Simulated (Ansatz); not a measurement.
**Cs2AgSbBr6: further runs on the relaxed cell**

An exercise on one series of results from a longer session: the logs are not shown, and one member is left open.

Computed with Ansatz 0.2.0 (DFT PBEsol, scalar-relativistic, plane waves, PAW, unless a step's input says otherwise).

1 further run of the same task is left out (set aside as unsound or not needed). Runs told in other sessions of the task aren't counted.

**The structure to begin with**

The structure is cubic, space group Fm-3m (No. 225). Conventional cell: a = 11.082 Å, b = 11.082 Å, c = 11.082 Å, α = 90.00°, β = 90.00°, γ = 90.00°. Cs (site symmetry -43m) is surrounded by 12 Br at 3.92 Å. Around Ag (site symmetry m-3m) lie 6 Br at 2.75 Å. Around Sb (site symmetry m-3m) lie 6 Br at 2.79 Å. Br (site symmetry 4mm) has 1 Ag at 2.75 Å and 1 Sb at 2.79 Å and 4 Cs at 3.92 Å in its first shell of neighbours.

As a file:

```
CELL_PARAMETERS angstrom
0.00000 5.54101 5.54101
5.54101 0.00000 5.54101
5.54101 5.54101 0.00000
ATOMIC_POSITIONS crystal
Cs 0.75000 0.75000 0.75000
Cs 0.25000 0.25000 0.25000
Ag 0.50000 0.50000 0.50000
Sb 0.00000 0.00000 0.00000
Br 0.74854 0.25146 0.25146
Br 0.25146 0.25146 0.74854
Br 0.25146 0.74854 0.74854
Br 0.25146 0.74854 0.25146
Br 0.74854 0.25146 0.74854
Br 0.74854 0.74854 0.25146
```

It goes back to an entry of the Materials Project, which need not be the stable form.

It is the result of an earlier relaxation at this level (volume 34.02 Å³/atom; gap on the mesh: 0.64 eV).

Set-up of the first run:

Input file input.yaml:

```yaml
crystal:
  lattice:
    - [0.0, 5.485035652, 5.485035652]
    - [5.485035652, 0.0, 5.485035652]
    - [5.485035652, 5.485035652, 0.0]
  atoms:
    - { symbol: Cs, position: [0.75, 0.75, 0.75] }
    - { symbol: Cs, position: [0.25, 0.25, 0.25] }
    - { symbol: Ag, position: [0.5, 0.5, 0.5] }
    - { symbol: Sb, position: [0.0, 0.0, 0.0] }
    - { symbol: Br, position: [0.7485422734, 0.2514577266, 0.2514577266] }
    - { symbol: Br, position: [0.2514577266, 0.2514577266, 0.7485422734] }
    - { symbol: Br, position: [0.2514577266, 0.7485422734, 0.7485422734] }
    - { symbol: Br, position: [0.2514577266, 0.7485422734, 0.2514577266] }
    - { symbol: Br, position: [0.7485422734, 0.2514577266, 0.7485422734] }
    - { symbol: Br, position: [0.7485422734, 0.7485422734, 0.2514577266] }
basis:
  ecutwfc: 420
kpoints:
  mp_grid: { grid: [4, 4, 4] }
hamiltonian:
  xc: pbesol
scf:
  occupations: { method: gaussian, width: 0.02 }
output:
  forces: true
  stress: true
  eigenvalues: true
relax:
  adjacent_minimum: "off"
  f_tol: 0.01
  max_steps: 30
```

The run is started by

```console
ansatz run input.yaml --threads 2 --pin off --max-ram 5120MiB --backend cpu --events-out ev --progress --plain --runs-dir out
```

Steps of the session up to this table: Point at V/V0 = 0.97; Point at V/V0 = 1.03; Volume × 0.94; The cell scaled to 1.06 of its volume; Point at V/V0 = 0.91; Volume × 1.10; The cell scaled to 0.88 of its volume.

One of the session's tables, all rows but one given; the rest of the session is left out.

It belongs to the step «Equation of state». 

| volume (Å³/atom) | energy above the lowest point (meV/atom) | pressure (GPa) | gap on the mesh (eV) |
| --- | --- | --- | --- |
| 29.942 | 55.1 | 4.94 | 0.34 |
| 30.963 | 28.9 | 3.34 | 0.42 |
| 31.983 | 12.0 | 2.01 | 0.50 |
| 33.004 | ? | ? | ? |
| 34.025 | 0.0 | 0.00 | 0.64 |
| 35.046 | 2.4 | -0.74 | 0.70 |
| 36.066 | 9.1 | -1.35 | 0.76 |
| 37.427 | 23.3 | -1.97 | 0.84 |

Estimate the missing values for volume (Å³/atom) = 33.004.

Worked estimate for «energy above the lowest point (meV/atom)». A straight line through the neighbours (31.983, 12.0) and (34.025, 0.0) gives 12.0 + (0.0 − 12.0) × (33.004 − 31.983) / (34.025 − 31.983) = 6.0; a parabola fitted to 4 rows on both sides gives 2.8.

The run gave: energy above the lowest point (meV/atom): 2.8; pressure (GPa): 0.91; gap on the mesh (eV): 0.57. In «energy above the lowest point (meV/atom)» the line misses by +3.2 and the parabola by 0.0.

To keep in mind: Warnings in the runs' records: stress scf threshold loose.
